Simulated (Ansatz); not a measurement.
Predict the output of the script below (Ansatz's Python interface).

`orders.py`:
```python
# -*- coding: utf-8 -*-
from dataclasses import dataclass

import ansatz
import numpy as np


@dataclass
class Settings:
    functional: str = "PBE"
    dispersion: str = "d4"
    ecut: int = 420
    mesh: tuple[int, ...] = (10, 5, 10)
    filling: str = "Methfessel-Paxton"
    scf_tol: float = 1e-08


opts = Settings()


def count_gap(report):
    # lowest empty less highest filled band, counting bands; zero where they overlap
    return max(report.get("gap_by_band_count_ev") or 0.0, 0.0)

CELL = [
    [2.91, 0.0, 0.0],
    [0.0, 5.82, 0.0],
    [0.0, 0.0, 2.91],
]
ATOMS = [
    ("Al", [0.0, 0.0, 0.0]),
    ("Fe", [0.5, 0.25, 0.5]),
    ("Al", [0.0, 0.5, 0.0]),
    ("Fe", [0.5, 0.75, 0.5]),
]


def build(moments):
    crystal = ansatz.Crystal(lattice=ansatz.Lattice.of(CELL))
    for (symbol, position), moment in zip(ATOMS, moments):
        crystal = crystal.atom(symbol, position, moment=moment or None)
    return crystal


def main():
    orders = {
        "FM": [0, 3.5, 0, 3.5],
        "AFM": [0, 3.5, 0, -3.5],
    }

    rows = []
    for label, moments in orders.items():
        setup = (
            build(moments).calculation()
            .functional(opts.functional, dispersion=opts.dispersion)
            .pseudopotentials("paw")
            .basis(opts.ecut)
            .kpoints(mesh=opts.mesh, center="gamma")
            .occupations(opts.filling)
            .scf(tolerance=opts.scf_tol)
            .spin("collinear")
            .band_table()
        )
        report = setup.run(threads=1, pin="off").report
        rows.append((label, report["free_energy_ev"], report["magnetization_mub"], report["absolute_magnetization_mub"], max(abs(m) for m in report["site_moments_mub"]), count_gap(report)))
        print(label, "site moments:", [round(m, 2) for m in report["site_moments_mub"]])

    plain = (
        build([0] * len(ATOMS)).calculation()
        .functional(opts.functional, dispersion=opts.dispersion)
        .pseudopotentials("paw")
        .basis(opts.ecut)
        .kpoints(mesh=opts.mesh, center="gamma")
        .occupations(opts.filling)
        .scf(tolerance=opts.scf_tol)
        .band_table()
    )
    report = plain.run(threads=1, pin="off").report
    rows.append(("NM", report["free_energy_ev"], 0.0, 0.0, 0.0, count_gap(report)))

    lowest = min(row[1] for row in rows)
    rows = [(row[0], 1000 * (row[1] - lowest) / 2, *row[2:]) for row in sorted(rows, key=lambda row: row[1])]
    lines = [",".join(["order", "meV/magnetic atom", "net muB", "absolute muB", "largest site muB", "gap by band count eV"])] + [",".join(f"{v:.4f}" if isinstance(v, float) else str(v) for v in row) for row in rows]
    print("\n".join(lines))
    with open("orders.csv", "w") as handle:
        handle.write("\n".join(lines) + "\n")
    print("lowest of these starts:", rows[0][0])


if __name__ == "__main__":
    main()
```

`python orders.py` gives:
```text
FM site moments: [-0.03, 0.82, -0.03, 0.82]
RunWarning: the run takes no state from an SCF along what the orbitals of the run's state read of its open shells (or to have them read: on a GPU, or by another smearing), with the run's symmetry operations kept and the antiferromagnet's anti-translation given up: moments that the deck types opposite to one another are not so in the state on which it closed, which lies 0.0521 eV lower by the smearing under which it was made. To seek it, remove any lock or starting_ns, then type moments in its [...]
AFM site moments: [-0.0, 0.67, 0.0, -0.67]
order,meV/magnetic atom,net muB,absolute muB,largest site muB,gap by band count eV
FM,0.0000,1.5467,1.8005,0.8186,0.0000
AFM,26.9469,0.0000,1.4693,0.6717,0.0000
NM,41.2688,0.0000,0.0000,0.0000,0.0000
lowest of these starts: FM
```
(Warnings from the package without file and line, shortened.)

In order of energy: ferromagnetic (+0.0 meV an atom, largest site moment 0.82 μB), antiferro- or ferrimagnetic (+13.5 meV an atom, largest site moment 0.67 μB) and non-magnetic (+20.6 meV an atom, largest site moment 0.00 μB). These are the states reached from the starts typed.

Caveats:
- These settings explore the input space; cutoff and mesh may be short of convergence.
- Other magnetic orders than the one started from may lie lower.
- Dispersion corrections can be off by several per cent in the lattices of metals, and by several GPa in the pressure at a fixed cell.
- The mesh is modest for a metal, so energies can be off by several to tens of meV an atom and pressures by half a GPa or more; differences at equal mesh fare better.
- A gap by band count of zero or less means overlapping bands, a metal.
- The structure is a deposited one; some such entries were measured under pressure or heat, so a shift against it needn't be the functional's error alone.
- Gaps and levels are Kohn-Sham values on a finite set of k-points.
- Each row is the state reached from that start at the given structure, not necessarily the lowest of its order; other orders weren't tried.
- Timing: 100 s on 1 thread of Arm Neoverse V2, on a shared host, peak memory 0.74 GiB.
